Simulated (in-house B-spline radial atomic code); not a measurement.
# Sn⁵⁺: excited configurations

Aim: the energies of several excited configurations of Sn⁵⁺ above a reference configuration, each from its own self-consistent run.

Method: scalar-relativistic (spin-free one-electron X2C) TPSSh, spin-polarised, spherical density, exact exchange averaged over the configuration, Fermi nucleus, basis-set limit. Code: in-house B-spline radial atomic code version 1.

### Step 1. What is computed

* element: tin (Z = 50)
* charge: +5
* electrons: 45
* configuration: [Kr] 4d9
* Hamiltonian: scalar-relativistic (X2C)
* nucleus: Fermi, rms radius 4.652 fm

Outer shells as boxes (Hund's rule):

[Kr] 4d9
```
[Kr] core
4d [↑↓][↑↓][↑↓][↑↓][↑ ]
```

Where spins are not typed, each open shell is filled with up spins first.

Input settings:

```ini
Z = 50
electrons = 45.0
configuration = [Kr] 4d9
hamiltonian = x2c
method = tpssh
spin_polarised = True
nucleus = fermi
rms_radius = 4.6519
mass_number = 120
atomic_mass = 119.902202557
speed_of_light = 137.035999084
exact_exchange = averaged over the configuration
```

This reference run was done before. Its total energy is -6170.087439 hartree, and its levels are (the highest eight at most):

```
orbital  occupation  energy (eV)  <r> (bohr)
  3d up           5      -541.61      0.3145
3d down           5      -541.32      0.3145
  4s up           1      -200.47      0.8150
4s down           1      -199.34      0.8147
  4p up           3      -155.17      0.8758
4p down           3      -153.95      0.8758
  4d up           5      -88.183       1.034
4d down           4      -87.166       1.036
```

### Step 2. Run with [Ar] 3d9 4s2 4p6 4d9 5s1

Input settings:

```ini
Z = 50
electrons = 45.0
configuration = [Ar] 3d9 4s2 4p6 4d9 5s1
hamiltonian = x2c
method = tpssh
spin_polarised = True
nucleus = fermi
rms_radius = 4.6519
mass_number = 120
atomic_mass = 119.902202557
speed_of_light = 137.035999084
exact_exchange = averaged over the configuration
```

Launch:

```sh
$ python run_scf.py task.json out
```

One command runs all members of the session, one after another, from task.json.

### Step 3. Configuration [Ar] 3d10 4s2 4p5 4d9 5d1

The settings differ from step 2 so:

```diff
@@ -2,3 +2,3 @@
 electrons = 45.0
-configuration = [Ar] 3d9 4s2 4p6 4d9 5s1
+configuration = [Ar] 3d10 4s2 4p5 4d9 5d1
 hamiltonian = x2c
```

### Step 4. [Ar] 3d9 4s2 4p6 4d9 5f1

The settings differ from step 3 so:

```diff
@@ -2,3 +2,3 @@
 electrons = 45.0
-configuration = [Ar] 3d10 4s2 4p5 4d9 5d1
+configuration = [Ar] 3d9 4s2 4p6 4d9 5f1
 hamiltonian = x2c
```

### Step 5. [Kr] 4d8 5s1

The settings differ from step 4 so:

```diff
@@ -2,3 +2,3 @@
 electrons = 45.0
-configuration = [Ar] 3d9 4s2 4p6 4d9 5f1
+configuration = [Kr] 4d8 5s1
 hamiltonian = x2c
```

### Step 6. Configuration [Kr] 4d8 5f1

The settings differ from step 5 so:

```diff
@@ -2,3 +2,3 @@
 electrons = 45.0
-configuration = [Kr] 4d8 5s1
+configuration = [Kr] 4d8 5f1
 hamiltonian = x2c
```

### Step 7. Run with [Ar] 3d9 4s2 4p6 4d9 5d1

The settings differ from step 6 so:

```diff
@@ -2,3 +2,3 @@
 electrons = 45.0
-configuration = [Kr] 4d8 5f1
+configuration = [Ar] 3d9 4s2 4p6 4d9 5d1
 hamiltonian = x2c
```

Q: How far above the reference does each configuration lie (order and size, in eV)?

The runs gave:

| net move | configuration | 2|M_S|+1 | energy above the reference (eV) | largest <r> (bohr) |
| --- | --- | --- | --- | --- |
| 4d → 5s | [Kr] 4d8 5s1 | 4 | 27.601 | 1.89 |
| 4d → 5f | [Kr] 4d8 5f1 | 4 | 70.802 | 3.88 |
| 4p → 5d | [Ar] 3d10 4s2 4p5 4d9 5d1 | 4 | 123.14 | 2.67 |
| 3d → 5s | [Ar] 3d9 4s2 4p6 4d9 5s1 | 4 | 492.72 | 1.87 |
| 3d → 5d | [Ar] 3d9 4s2 4p6 4d9 5d1 | 4 | 520.83 | 2.64 |
| 3d → 5f | [Ar] 3d9 4s2 4p6 4d9 5f1 | 4 | 536.20 | 3.82 |

The lowest of them is 4d → 5s at 27.601 eV and the highest 3d → 5f at 536.20 eV. 3 of them lie more than 60 % above minus the reference's highest level (87.166 eV), in the range where a state can decay by emitting an electron. Two partly filled shells share a symmetry and can mix in the average, which may lower the energy, for: 3d → 5s; 3d → 5d; 3d → 5f. The reference has 2|M_S|+1 = 2; 6 of the configurations differ from it in spin. These are spherical averages at the typed spins, not spectroscopic levels.
